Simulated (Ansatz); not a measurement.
# TiRu2: the cost of one run

Computed with Ansatz 0.2.0 (DFT PBE, scalar-relativistic, plane waves, PAW, unless a step's input says otherwise).

### 1 The structure to begin with

Symmetry: P6/mmm, No. 191, hexagonal system. Conventional cell: a = 3.436 Å, b = 3.436 Å, c = 3.710 Å, α = 90.00°, β = 90.00°, γ = 120.00°. Ti (site symmetry 6/mmm) has 12 Ru at 2.72 Å as nearest neighbours. Ru (site symmetry -6m2) has 3 Ru at 1.98 Å as nearest neighbours.

As a file:

```
Ti Ru
1.0
     3.43631    0.00000    0.00000
    -1.71815    2.97593    0.00000
     0.00000    0.00000    3.71030
Ti Ru
1 2
Direct
  0.00000 0.00000 0.00000
  0.33333 0.66667 0.50000
  0.66667 0.33333 0.50000
```

This is candidate A: AlB2 type (P6/mmm, No. 191).

(A quick probe on a coarse mesh, which set the mesh and smearing, is not shown.)

### 3 Rough relaxation on the coarse mesh (candidate A)

input.yaml reads:

```yaml
crystal:
  lattice:
    - [3.4363098721, 0.0, 0.0]
    - [-1.718154936, 2.9759316445, 0.0]
    - [0.0, 0.0, 3.7103013569]
  atoms:
    - { symbol: Ti, position: [0.0, 0.0, 0.0] }
    - { symbol: Ru, position: [0.3333333333, 0.6666666667, 0.5] }
    - { symbol: Ru, position: [0.6666666667, 0.3333333333, 0.5] }
basis:
  ecutwfc: 420
kpoints:
  mp_grid: { grid: [6, 6, 6] }
hamiltonian:
  xc: pbe
scf:
  occupations: { method: gaussian, width: 0.1 }
  lower_state_search: "off"
output:
  forces: true
  stress: true
  eigenvalues: true
relax:
  adjacent_minimum: "off"
  f_tol: 0.04
  max_steps: 70
  cell: { stress_tol: 0.4 }
```

Command:

```bash
ansatz run input.yaml --threads 1 --pin off --max-ram 2560MiB --backend cpu --events-out ev --progress --plain --runs-dir out
```

What time and memory should one allow on 1 thread of Intel Xeon 6975P-C (Granite Rapids), shared host?

About 15 s, with a peak of 0.4 GiB.
